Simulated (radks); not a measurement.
# Ionising platinum step by step, Pt⁴⁰⁺ to Pt⁵⁹⁺

The task here is to estimate one member of a computed series from the others.

Program: radks (a radial shooting solver on a logarithmic mesh, Libxc functionals) version 1. Level of theory: non-relativistic Kohn-Sham, TPSS, spin-polarised, spherical densities, point nucleus; open shells are filled with parallel spins first. These are calculated values, not measurements, unless marked.

**Starting point**

* element: platinum (Z = 78)
* charges: 40 to 59
* first configuration: [Kr] 4d2
* last configuration: [Ar] 3d1

The outer shells:

Pt⁴⁰⁺
```
[Kr] core
4d [↑ ][↑ ][  ][  ][  ]
```

Pt⁵⁹⁺
```
[Ar] core
3d [↑ ][  ][  ][  ][  ]
```

The first run:

The run's settings:

```text
Z 78
configuration [Kr] 4d2
relativity non-relativistic
functional tpss,tpss
spin polarised
nucleus point
```

Among the steps run: Pt⁴⁰⁺, [Kr] 4d2.

One table of the session follows, with a row left open; its other results are not shown here.

It belongs to the step «Pt⁴⁰⁺, [Kr] 4d2». From the orbitals of this run (lengths in bohr):

| level | <r> | outermost maximum (interpolated) | 90 % within | nodes |
| --- | --- | --- | --- | --- |
| 3d up | ? | ? | ? | ? |
| 3d down | 0.1694 | 0.141 | 0.260 | 0 |
| 4s up | 0.4056 | 0.399 | 0.571 | 3 |
| 4s down | 0.4060 | 0.399 | 0.572 | 3 |
| 4p up | 0.4023 | 0.395 | 0.572 | 2 |
| 4p down | 0.4027 | 0.395 | 0.572 | 2 |
| 4d up | 0.3905 | 0.378 | 0.567 | 1 |
| 4d down | 0.3909 | 0.378 | 0.567 | 1 |

Q: Estimate the row for 3d up from the others.

The run gave: <r>: 0.1694; outermost maximum (interpolated): 0.141; 90 % within: 0.261; nodes: 0.

Limits of these values: Relativity is left out here, which matters for elements this heavy. Open shells are spherical and high-spin; term and fine-structure splittings are not resolved.
